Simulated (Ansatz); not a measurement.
# BH5O4Si: how energies converge with the basis set

How large a basis does BH5O4Si need? Two functionals are run in growing sets.

The runs use Ansatz 0.2.0, Gaussian basis; one geometry, several basis sets.

Plan: PBE0-D4/def2-SVP; ωB97M-V/def2-SVP; PBE0-D4/def2-QZVPP; ωB97M-V/def2-QZVPP; the functionals' def2-TZVPP values are taken from earlier runs.

## (1) The relaxed structure

An earlier PBE0-D4 in a triple-zeta def2 set relaxation fixed the geometry.

11 atoms, charge 0, spin multiplicity 1.

Atoms are counted from 1 here; the program's logs count them from 0.

Bond lengths: B1–O2 1.346 Å, B1–H7 1.198 Å, B1–H8 1.205 Å, O2–Si3 1.644 Å, Si3–O4 1.624 Å, Si3–O5 1.621 Å, Si3–O6 1.632 Å, O4–H9 0.958 Å, O5–H10 0.958 Å, O6–H11 0.958 Å. Angles: O2–B1–H7 118.4°, O2–B1–H8 120.3°, H7–B1–H8 121.4°, B1–O2–Si3 132.2°, O2–Si3–O4 113.3°, O2–Si3–O5 109.2°, O2–Si3–O6 103.5°, O4–Si3–O5 104.1°, O4–Si3–O6 112.8°, O5–Si3–O6 114.1°, Si3–O4–H9 117.4°, Si3–O5–H10 117.3°, Si3–O6–H11 117.1°.

## (2) PBE0-D4 in def2-SVP

in.yaml

```yaml
crystal:
  periodic: [false, false, false]
  atoms:
    - {symbol: B, position_ang: [0.808611, -1.615688, 0.995780]}
    - {symbol: O, position_ang: [0.909160, -0.620763, 0.095116]}
    - {symbol: Si, position_ang: [-0.119959, 0.586526, -0.336128]}
    - {symbol: O, position_ang: [-1.009337, 1.147153, 0.901855]}
    - {symbol: O, position_ang: [0.739889, 1.872971, -0.820318]}
    - {symbol: O, position_ang: [-1.027094, -0.088640, -1.512262]}
    - {symbol: H, position_ang: [1.716907, -2.391695, 1.090559]}
    - {symbol: H, position_ang: [-0.175109, -1.714033, 1.684923]}
    - {symbol: H, position_ang: [-1.689062, 0.570871, 1.252872]}
    - {symbol: H, position_ang: [1.528892, 1.704996, -1.336403]}
    - {symbol: H, position_ang: [-1.617500, 0.491201, -1.995395]}
basis:
  gaussian: {orbitals: def2-SVP}
hamiltonian: {xc: pbe0, dispersion: d4}
output: {orbitals: {seedname: orbitals}}
```

Started as:

```console
$ ansatz run in.yaml --threads 4 --pin off --events-out ev --progress --plain --max-ram 10444MiB
```

After this run come: ωB97M-V in def2-SVP; PBE0-D4 in def2-QZVPP; ωB97M-V in def2-QZVPP.

**Question.** What will the summary of the whole plan be? Wanted: PBE0-D4: double and triple zeta above quadruple; ωB97M-V: double and triple zeta above quadruple.

**Answer**, as computed:

| quantity | value |
| --- | --- |
| PBE0-D4: double and triple zeta above quadruple | 15.21, 0.83 eV |
| ωB97M-V: double and triple zeta above quadruple | 15.41, 0.78 eV |

PBE0-D4 gains 14.39 eV from double to triple zeta, then 0.83 eV more. These are total energies; as a rule much of such shifts cancels in differences, which this series doesn't test. The LUMO of ωB97M-V is positive and keeps falling with the basis (1.73 to 1.09 eV): an unbound level that the basis holds in place.
